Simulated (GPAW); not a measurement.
# Bi in GPAW: relaxation of the atoms with PBEsol

Aim: the relaxation of the atoms of Bi with PBEsol.

Everything below comes from runs of GPAW 26.7.0. Logs are shortened: lines on timing, memory, paths and dates and some standing lists are left out, and cuts for length are marked. The log counts tension as positive stress, the text compression.

**1. The cell of the first run**

The cell holds a slab with vacuum, 3 atoms: a = 4.539 Å, b = 4.539 Å, c = 26.829 Å, α = 90.00°, β = 90.00°, γ = 120.00°.

**2. Relaxation of the atoms, PBEsol (the (0 0 1) slab of Bi, cut from the database cell, not relaxed)**

File run.py:

```python
import numpy as np
from ase.constraints import FixAtoms
from ase.io import read, write
from ase.optimize import BFGS
from ase.units import Bohr
from gpaw import GPAW, PW, setup_paths
from gpaw.elf import elf_from_dft_calculation

setup_paths.insert(0, '.')

atoms = read('Bi.xyz')
atoms.pbc = (True, True, False)
atoms.set_constraint(FixAtoms([0]))

calc = GPAW(mode=PW(450),
            xc='PBEsol',
            kpts={'size': (7, 7, 1), 'gamma': True},
            occupations={'name': 'fermi-dirac', 'width': 0.05},
            nbands=36,
            convergence={'density': 1e-05, 'energy': 1e-05},
            maxiter=150,
            poissonsolver={'dipolelayer': 'xy'},
            symmetry={'extra_ids': [1, 0, 0]},
            txt='gpaw.txt')
atoms.calc = calc
opt = BFGS(atoms, trajectory='relax.traj', logfile='-')
done = opt.run(fmax=0.05, steps=100)
calc.write('gs.gpw')
write('result.traj', atoms)
print('Converged:', done)
print('Cell:', atoms.cell.cellpar().round(4))
print('Volume:', round(atoms.get_volume(), 4))
print(atoms.get_scaled_positions().round(5))

# fields on the real-space grid
write('density.cube', atoms, data=calc.get_pseudo_density() * Bohr**3)
write('potential.cube', atoms, data=calc.get_electrostatic_potential())
write('elf.cube', atoms, data=elf_from_dft_calculation(calc).data)

v = calc.get_electrostatic_potential().mean(axis=(0, 1))
z = np.arange(len(v)) * atoms.cell[2, 2] / len(v)
ef = calc.get_fermi_level()
np.savetxt('planar.dat', np.c_[z, v], fmt='%.4f')
below, above = np.interp([1.5, atoms.cell[2, 2] - 1.5], z, v) - ef
print(f'Work functions: bottom {below:.4f} eV, top {above:.4f} eV')
print('Dipole moment:', *calc.get_dipole_moment().round(5), 'e A')
```

File Bi.xyz:

```xyz
3
Lattice="4.5390002997 0.0000000000 0.0000000000 -2.2695001498 3.9308895674 0.0000000000 0.0000000000 0.0000000000 26.8290000000" Properties=species:S:1:pos:R:3 pbc="T T T"
Bi     0.0000000001      2.6205930446      7.5000000000
Bi     2.2695001499      1.3102965227     13.4145000000
Bi     0.0000000001      2.6205930446     19.3290000000
```

Potentials or basis: PAW data sets generated in the run's folder for this functional, pw.

The run is started by

```console
$ gpaw-setup -f PBEsol Bi
$ OMP_NUM_THREADS=1 python run.py
```

gpaw.txt:

```text
__  _  _
 | _ |_)|_||  |
 |__||  | ||/\| - 26.7.0

Input parameters:
  mode=PW(ecut=450.00000000000006),
  convergence={'density': 1e-05, 'energy': 1e-05},
  kpts=MonkhorstPack(size=(7, 7, 1), gamma=True),
  maxiter=150,
  nbands=36,
  occupations=Occupations(name='fermi-dirac', width=0.05),
  poissonsolver=PoissonSolver(dipolelayer='xy'),
  symmetry=Symmetry(extra_ids=array([1, 0, 0])),
  xc=XC(name='PBEsol')

Diagonalizing LCAO Hamiltonian
Converting LCAO to pw mode

        Bi

            Bi

        Bi

Atoms  # Å, Bohr magnetons
|   | symbol |        x |        y |         z |    initial magnetic moments |
|---|--------|----------|----------|-----------|-----------------------------|
| 0 |     Bi | 0.000000 | 2.620593 |  7.500000 | ( 0.0000,  0.0000,  0.0000) |
| 1 |     Bi | 2.269500 | 1.310297 | 13.414500 | ( 0.0000,  0.0000,  0.0000) |
| 2 |     Bi | 0.000000 | 2.620593 | 19.329000 | ( 0.0000,  0.0000,  0.0000) |

Unit cell  # Å
| periodic |         x |        y |         z |   lengths |     angles |
|----------|-----------|----------|-----------|-----------|------------|
|      yes |  4.539000 | 0.000000 |  0.000000 |  4.539000 |  90.000000 |
|      yes | -2.269500 | 3.930890 |  0.000000 |  4.539000 |  90.000000 |
|       no |  0.000000 | 0.000000 | 26.829000 | 26.829000 | 120.000000 |

Number of symmetries: 6
Symmetry operations  # r_c * U_cc + t_c -> r_c
|   | kind |            matrix            |
|---|------|------------------------------|
| 0 |  σ   |  1, 1, 0,  0,-1, 0,  0, 0, 1 |
| 1 |  E   |  1, 0, 0,  0, 1, 0,  0, 0, 1 |
| 2 |  C3  |  0, 1, 0, -1,-1, 0,  0, 0, 1 |
| 3 |  σ   |  0,-1, 0, -1, 0, 0,  0, 0, 1 |
| 4 |  σ   | -1, 0, 0,  1, 1, 0,  0, 0, 1 |
| 5 |  C3  | -1,-1, 0,  1, 0, 0,  0, 0, 1 |

BZ-sampling:
  Number of BZ points: 49
  Number of IBZ points: 8

  Monkhorst-Pack size: [7, 7, 1]
  Monkhorst-Pack shift: [0, 0, 0]

K-points  # in reciprocal-cell coordinates
|   |                                coordinates |     weight |
|---|--------------------------------------------|------------|
| 0 | (  0.00000000,   0.00000000,   0.00000000) | 0.02040816 |
| 1 | (  0.14285714,   0.00000000,   0.00000000) | 0.12244898 |
| 2 | (  0.28571429,  -0.14285714,   0.00000000) | 0.12244898 |
| 3 | (  0.28571429,   0.00000000,   0.00000000) | 0.12244898 |
| 4 | (  0.42857143,  -0.14285714,   0.00000000) | 0.24489796 |
| 5 | (  0.42857143,   0.00000000,   0.00000000) | 0.12244898 |
| 6 | (  0.42857143,   0.28571429,   0.00000000) | 0.12244898 |
| 7 | (  0.42857143,   0.42857143,   0.00000000) | 0.12244898 |

Plane wave coefficients: 10428
Cutoff: 450.00000000000006 eV

Spin-components: 1 (collinear spins)
Bands:           36
Projectors:      18
Spin-degeneracy: 2
Datatype:        complex128

Parallelization:
  kpt:    1
  domain: 1
  band:   1

Density:
  Valence electrons: 45.0
  Components: 1
  Grid points: [ 24  24 135]
  Charge: 0.0  # |e|

Potential:
  Grid points: [ 24  24 135]

species:
  Bi:
    name:    Bismuth
    Z:       83.0
    valence: 15
    core:    68
    charge:  0.0  # [|e|]
    compensation charges:
      type: gauss
      rc: 0.38  # [Å]
      lmax: 2
    cutoffs:
      filter: 2.23  # [Å]
      core: 2.33  # [Å]
    projectors
    | kind |    occ | energy [eV] | rcut [Å] |
    |------|--------|-------------|----------|
    |   6s |  2.000 |     -14.443 |    1.286 |
    |   6p |  3.000 |      -4.606 |    1.275 |
    |   5d | 10.000 |     -27.097 |    1.349 |
    |    s |        |      12.769 |    1.286 |
    |    p |        |      22.605 |    1.275 |
    |    d |        |       0.114 |    1.349 |

    Using partial waves for Bi as LCAO basis

Reference energy: -1754081.688683  # eV

eigensolver:
  PPCG
  Converge bands: occupied
  niter=2

density mixing:
  MSR1-Mixer
  Pratt-step length: 0.05
  Maximum mixing coefficient: 0.75
  Old densities: 10
  SVD Regularization: 0.005
  Good broyden scale: 1.0
  Trust region scale: 1.0
  Backstep threshold: 4.0
  History deletion threshold: 6.0
  Fourier metric: weight=20.0, sigma=0.015

occupation numbers:
  Fermi-Dirac:
    width: 0.0500  # eV

<gpaw.new.pw.poisson.DipoleLayerPWPoissonSolver object>
xc functional:
  name: PBEsol with 2 nearest neighbor stencil

convergence criteria:
- Maximum integral of absolute [dens]ity change: 1e-05 electrons / valence electron
- Maximum [total energy] change in last 3 cyles: 1e-05 eV / valence electron
- Maximum integral of absolute [eigenst]ate change: 4e-08 eV^2 / valence electron
maximum number of iterations: 150

SCF iterations
|iter     | |      energy | eigst |  dens |
|---------|-|-------------|-------|-------|
|iter:   1| |   -7.415853 | -0.44 |       |
|iter:   2| |   -7.434759 | -2.21 | -1.54 |
|iter:   3| |  -17.477544 | -2.11 | -1.56 |
|iter:   4| |   -8.064284 | -2.44 | -0.85 |
|iter:   5| |  -35.591595 | -1.46 | -1.14 |
|iter:   6| |   -8.088130 | -1.92 | -0.59 |
|iter:   7| |   -7.909235 | -3.22 | -1.16 |
|iter:   8| |   -7.601499 | -3.81 | -1.21 |
|iter:   9| |   -7.493274 | -3.71 | -1.44 |
|iter:  10| |   -7.431567 | -3.47 | -1.66 |
|iter:  11| |   -7.438233 | -4.25 | -2.29 |
|iter:  12| |   -7.431166 | -4.70 | -2.00 |
|iter:  13| |   -7.430243 | -4.64 | -2.43 |
|iter:  14| |   -7.430265 | -5.47 | -3.08 |
|iter:  15| |   -7.430216c| -5.46 | -3.12 |
|iter:  16| |   -7.430223c| -6.40 | -3.60 |
|iter:  17| |   -7.430207c| -7.33 | -3.85 |
|iter:  18| |   -7.430201c| -7.84c| -4.06 |
|iter:  19| |   -7.430209c| -7.72c| -3.75 |
|iter:  20| |   -7.430205c| -8.27c| -3.98 |
|iter:  21| |   -7.430207c| -8.69c| -4.40 |
|iter:  22| |   -7.430206c| -9.25c| -4.97 |
|iter:  23| |   -7.430206c| -9.64c| -4.99 |
|iter:  24| |   -7.430206c|-10.04c| -5.74c|

Converged in 24 steps
Energy contributions relative to reference atoms: (reference = -1754081.688683)

Energy contributions:
  Kinetic:          11.148688
  Coulomb:         -13.452901
  Zero:             -4.371090
  External:          0.000000
  Xc:               -0.716063
  Entropy:          -0.077680
  Spinorbit:         0.000000
  ----------------------------
  Free energy:      -7.469046
  Extrapolated:     -7.430206

dipole moment: (-2.481470, 1.432681, 0.000019)  # |e|*Ang

Fermi level: -2.451
Eigenvalues  # (at kpt = [0.000, 0.000, 0.000])
| band index |      eig [eV] | occ [0-2] |
|------------|---------------|-----------|
|          0 |       -25.461 |     2.000 |
|        ... |               |           |
|         13 |       -25.430 |     2.000 |
|         14 |       -25.430 |     2.000 |
|         15 |       -12.670 |     2.000 |
|         16 |       -12.666 |     2.000 |
|         17 |       -12.663 |     2.000 |
|         18 |        -3.231 |     2.000 |
|         19 |        -3.067 |     2.000 |
|         20 |        -2.882 |     2.000 |
|         21 |        -1.069 |     0.000 |
|         22 |        -1.069 |     0.000 |
|         23 |        -1.065 |     0.000 |
|         24 |        -1.065 |     0.000 |
|         25 |        -1.061 |     0.000 |
|         26 |        -1.061 |     0.000 |
|         27 |         0.764 |     0.000 |
|         28 |         1.209 |     0.000 |
|        ... |               |           |
|         35 |         4.720 |     0.000 |

No gap
No difference between direct/indirect transitions
vacuum-level: 2.411  # V
Workfunctions: 4.862, 4.862 eV (top, bottom)

Forces  # eV/Ang
|       x |        y |        z |
|---------|----------|----------|
| 0.00000 | -0.00000 |  0.03867 |  # Bi   0
| 0.00000 |  0.00000 | -0.00000 |  # Bi   1
| 0.00000 | -0.00000 | -0.03870 |  # Bi   2

# Writing to gs.gpw (mode='')
```

Run time: 1.8 min. Hardware: 1 thread of Arm Neoverse V2, shared host; peak memory 0.32 GiB.

Results:

```yaml
Free_energy: -7.4690 eV
Band_gap_on_the_k_mesh: none (metal or under the smearing width)
Dipole_across_the_slab: 0.00 e·Å
Work_function_of_the_upper_face: 4.86 eV
Work_function_of_the_lower_face: 4.86 eV
```

Final structure:
```yaml
crystal:
  lattice:
    - [4.53900, 0.00000, 0.00000]
    - [-2.26950, 3.93089, 0.00000]
    - [0.00000, 0.00000, 26.82900]
  atoms:
    - { symbol: Bi, position: [0.33333, 0.66667, 0.27955] }
    - { symbol: Bi, position: [0.66667, 0.33333, 0.50000] }
    - { symbol: Bi, position: [0.33333, 0.66667, 0.72045] }
```

Caveat: the relaxation stopped at its first step, so nothing moved; later steps reuse the first step's grids; spin-orbit coupling is left out, which moves the levels of the heavy elements.
